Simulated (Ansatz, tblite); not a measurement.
**The cluster V₅H₁₇O₂₁: a ladder of methods and basis sets**

The task here is to estimate one member of a computed series from the others.

Program: Ansatz 0.2.0, Gaussian basis. Level of theory: as each input shows. These are calculated values, not measurements.

The runs, in order: GFN1-xTB, GFN2-xTB, PBE-D4/def2-SVP, r2SCAN-D4/def2-SVP, BLYP-D4/def2-SVP, BHLYP-D4/def2-SVP, ωB97X-V/def2-SVP, PBE0-D4/def2-TZVP, PBE-D4/def2-TZVP, HF/6-31G, B3LYP-D4/6-31G, MP2/def2-SVP, RPA/def2-SVP.

## The structure

The singlet was relaxed beforehand with PBE-D4/def2-SVP.

43 atoms, charge 0, spin multiplicity 1.

Bond lengths: V1–O7 1.781 Å, V1–O10 1.756 Å, V1–O16 1.741 Å, V1–O18 1.603 Å, V2–O12 1.721 Å, V2–O15 1.654 Å, V2–O22 1.740 Å, V2–O23 1.745 Å, V3–O17 1.740 Å, V3–O24 1.762 Å, V3–O25 1.596 Å, V3–O26 1.796 Å, V4–O11 1.738 Å, V4–O20 1.730 Å, V4–O21 1.612 Å, V4–O23 1.805 Å, V5–O6 1.817 Å, V5–O8 1.814 Å and more. Angles: O7–V1–O10 108.7°, O7–V1–O16 109.3°, O7–V1–O18 112.2°, O10–V1–O16 111.1°, O10–V1–O18 109.5°, O16–V1–O18 106.0°, O12–V2–O15 108.1°, O12–V2–O22 106.7°, O12–V2–O23 112.0°, O15–V2–O22 107.5°, O15–V2–O23 113.4°, O22–V2–O23 109.0°, O17–V3–O24 110.2°, O17–V3–O25 109.7°, O17–V3–O26 106.8°, O24–V3–O25 112.2°, O24–V3–O26 113.0°, O25–V3–O26 104.6° and more.

No spin-orbit coupling is included.

PBE0-D4/def2-SVP was run before; its log isn't repeated, and its numbers join the tables.

The first run:

Tight binding, by tblite at 300 K electronic temperature and without a spin-polarisation term:

```python
tblite.interface.Calculator('GFN1-xTB', numbers, positions, charge=0, uhf=0).singlepoint()
```

Tight binding, by tblite at 300 K electronic temperature and without a spin-polarisation term:

```python
tblite.interface.Calculator('GFN2-xTB', numbers, positions, charge=0, uhf=0).singlepoint()
```

start.molden holds the orbitals of an earlier run on this state, given as this run's starting guess.

Contents of in.yaml:

```yaml
crystal:
  periodic: [false, false, false]
  atoms:
    - {symbol: V, position_ang: [1.735612, 2.821527, -0.598354]}
    - {symbol: V, position_ang: [0.843768, -1.993878, 0.406002]}
    - {symbol: V, position_ang: [4.291716, -0.299156, 1.094315]}
    - {symbol: V, position_ang: [-2.530042, -2.404003, -0.003852]}
    - {symbol: V, position_ang: [-2.089904, 1.563440, 0.532155]}
    - {symbol: O, position_ang: [-3.595469, 1.022491, 1.394164]}
    - {symbol: O, position_ang: [1.126997, 4.201790, -1.545657]}
    - {symbol: O, position_ang: [-1.505073, 3.270658, 0.718813]}
    - {symbol: O, position_ang: [-3.073697, 2.005868, -0.942091]}
    - {symbol: O, position_ang: [1.205011, 3.002874, 1.065419]}
    - {symbol: O, position_ang: [-3.081157, -1.633372, 1.452743]}
    - {symbol: O, position_ang: [1.694835, -1.475713, -0.997082]}
    - {symbol: O, position_ang: [-0.988283, 0.962241, 1.670862]}
    - {symbol: O, position_ang: [-1.192927, 0.379034, -0.631185]}
    - {symbol: O, position_ang: [0.805104, -0.733994, 1.476452]}
    - {symbol: O, position_ang: [1.136308, 1.339618, -1.288143]}
    - {symbol: O, position_ang: [3.141191, 0.521768, 2.109719]}
    - {symbol: O, position_ang: [3.334683, 2.715184, -0.642856]}
    - {symbol: O, position_ang: [-4.232927, -3.758641, -2.582453]}
    - {symbol: O, position_ang: [-3.275765, -3.956815, -0.158405]}
    - {symbol: O, position_ang: [-2.973898, -1.576252, -1.314317]}
    - {symbol: O, position_ang: [1.793350, -3.262007, 1.126145]}
    - {symbol: O, position_ang: [-0.737675, -2.619544, 0.016076]}
    - {symbol: O, position_ang: [5.929484, 0.212574, 1.494101]}
    - {symbol: O, position_ang: [4.102294, -1.878173, 1.232230]}
    - {symbol: O, position_ang: [3.836694, 0.066075, -0.604182]}
    - {symbol: H, position_ang: [-4.374424, 1.223655, 0.832566]}
    - {symbol: H, position_ang: [1.768383, 4.823971, -1.938512]}
    - {symbol: H, position_ang: [-1.865931, 3.861258, 0.026466]}
    - {symbol: H, position_ang: [-2.883017, 1.877173, -1.888201]}
    - {symbol: H, position_ang: [0.229427, 3.205172, 1.139990]}
    - {symbol: H, position_ang: [-3.355068, -0.672003, 1.538625]}
    - {symbol: H, position_ang: [2.436167, -0.777735, -1.002885]}
    - {symbol: H, position_ang: [-0.200423, 0.247685, 1.646652]}
    - {symbol: H, position_ang: [-1.780183, 0.038097, -1.342814]}
    - {symbol: H, position_ang: [0.232152, 0.928773, -1.088574]}
    - {symbol: H, position_ang: [2.220505, 0.133809, 2.138936]}
    - {symbol: H, position_ang: [-3.545318, -4.109324, -3.180998]}
    - {symbol: H, position_ang: [-3.734479, -4.084737, -1.064993]}
    - {symbol: H, position_ang: [-3.979012, -2.809837, -2.481924]}
    - {symbol: H, position_ang: [2.745208, -2.998065, 1.288776]}
    - {symbol: H, position_ang: [6.637738, -0.437503, 1.666952]}
    - {symbol: H, position_ang: [3.748035, 1.055995, -0.770700]}
basis:
  gaussian: {orbitals: def2-SVP, fitting: {mean_field: def2-universal-jkfit}, initial_orbitals: start.molden}
hamiltonian: {xc: pbe, dispersion: d4}
scf: {omitted_lower_state_checks: [starts]}
output: {forces: true, orbitals: {seedname: orbitals}}
```

Launch:

```sh
$ ansatz run in.yaml --threads 2 --pin off --events-out ev --progress --plain --max-ram 22528MiB --backend cuda --devices 0, --max-vram 18GiB
```

Among the steps run: PBE-D4/def2-SVP; r2SCAN-D4/def2-SVP; BLYP-D4/def2-SVP; BHLYP-D4/def2-SVP; ωB97X-V/def2-SVP; PBE0-D4/def2-TZVP; PBE-D4/def2-TZVP; HF/6-31G; B3LYP-D4/6-31G; MP2/def2-SVP; RPA/def2-SVP.

One table of the session follows, with a row left open; its other results are not shown here.

It belongs to the step «Binding energy». 

```
            level  binding an atom (eV)
         HF/6-31G                 1.689
      HF/def2-SVP                 1.950
   B3LYP-D4/6-31G                 4.044
 PBE0-D4/def2-SVP                 4.163
BHLYP-D4/def2-SVP                     ?
 ωB97X-V/def2-SVP                 4.173
     MP2/def2-SVP                 4.233
```

Q: Estimate the row for BHLYP-D4/def2-SVP from the others.

As computed: binding an atom (eV): 3.670. In the column «binding an atom (eV)» it lies between HF/def2-SVP (1.950) and B3LYP-D4/6-31G (4.044).

Limits of these values: Free atoms were run apart at each level; binding is atoms less cluster, divided by the number of atoms, without zero-point or spin-orbit terms.
